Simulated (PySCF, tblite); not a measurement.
# C2H3F2GeN: geometry, infrared bands, NMR shifts and spin-spin couplings

Aim: predict the infrared bands, NMR shifts and spin-spin couplings of C2H3F2GeN (`C#[C][Ge]([NH2])([F])[F]`).

The runs use tblite 0.8.0 and PySCF 2.14.0, with density-fitted response routines of our own; the level of theory stands in each step. All values are computed, except where a source is named. Atoms are numbered from 0 throughout.

**1. Starting geometry**

9 atoms, charge 0, multiplicity 1; geometry from: force field or distance geometry start.

Bonds of the start (Å): C0–C1 1.21, C1–Ge2 1.89, Ge2–N3 1.88, Ge2–F4 1.75, Ge2–F5 1.76, C0–H6 1.06, N3–H7 1.04, N3–H8 1.05.

**2. Geometry optimisation with GFN2-xTB**

What the job is given:

```
{"job": {"kind": "relax", "xc": "GFN2-xTB", "basis": "xTB"}, "charge": 0, "multiplicity": 1}
C      2.220000     1.245500     0.079200
C      1.262700     0.510300     0.171400
Ge    -0.206600    -0.664300     0.343000
N     -1.545400    -0.133700    -0.868900
F      0.289000    -2.304500    -0.014500
F     -0.849400    -0.589100     1.975000
H      3.040800     1.903600    -0.012400
H     -1.845500     0.819600    -0.569100
H     -2.352100    -0.781400    -0.701700
```

The run is started by

```sh
> OMP_NUM_THREADS=1 python probes_run.py task.json out
```

This one command runs all jobs of the session in turn.

**Question.** This job is followed by: GFN2-xTB harmonic vibrations, gas phase; GIAO PBE0/pcSseg-1 NMR shielding, non-relativistic, gas phase; B3LYP/pcJ-1 Ge:pcSseg-1 indirect spin-spin coupling, non-relativistic, gas phase. Predict these results of the whole session: strongest single infrared mode (GFN2-xTB); zero-point energy (GFN2-xTB); 13C shifts against TMS (PBE0/pcSseg-1); 1H shifts against TMS (PBE0/pcSseg-1, means over atoms taken as alike); 73Ge shifts against GeMe4 (PBE0/pcSseg-1); 15N shifts against NH3 (PBE0/pcSseg-1); 19F shifts against CFCl3 (PBE0/pcSseg-1, means over atoms taken as alike); largest coupling of the table (B3LYP/pcSseg-1+pcJ-1).

**Answer**, as computed:

| quantity | value |
| --- | --- |
| strongest single infrared mode (GFN2-xTB) | 500 cm⁻¹, 357 km/mol |
| zero-point energy (GFN2-xTB) | 28.6 kcal/mol |
| 13C shifts against TMS (PBE0/pcSseg-1) | 101.2, 79.8 ppm |
| 1H shifts against TMS (PBE0/pcSseg-1, means over atoms taken as alike) | 1.94, 1.37 ppm |
| 73Ge shifts against GeMe4 (PBE0/pcSseg-1) | -29 ppm |
| 15N shifts against NH3 (PBE0/pcSseg-1) | 28.2 ppm |
| 19F shifts against CFCl3 (PBE0/pcSseg-1, means over atoms taken as alike) | -151.3 ppm |
| largest coupling of the table (B3LYP/pcSseg-1+pcJ-1) | 1J(C,H) C0–H6, 263.2 Hz |

Relaxing lowered the energy by 0.213 eV in 45 steps; the close pair that moved most is Ge2–N3, from 1.882 to 1.787 Å. No mode is imaginary among the 21: a minimum at this level. The strongest single mode, at 500 cm⁻¹, moves mainly H8, H7 and N3. Unscaled tight-binding wavenumbers are off by several per cent, some by more. Its intensities can rank the bands wrongly. In the run at B3LYP/pcSseg-1+pcJ-1, the largest coupling of the table is C0–H6, 263.2 Hz, of which the Fermi-contact term gives 263.6 Hz. Density functionals describe couplings to fluorine poorly, F–F couplings above all, so those rows are rough. Spin-orbit coupling is left out, which matters for shieldings and couplings at and beside the heavy atoms.
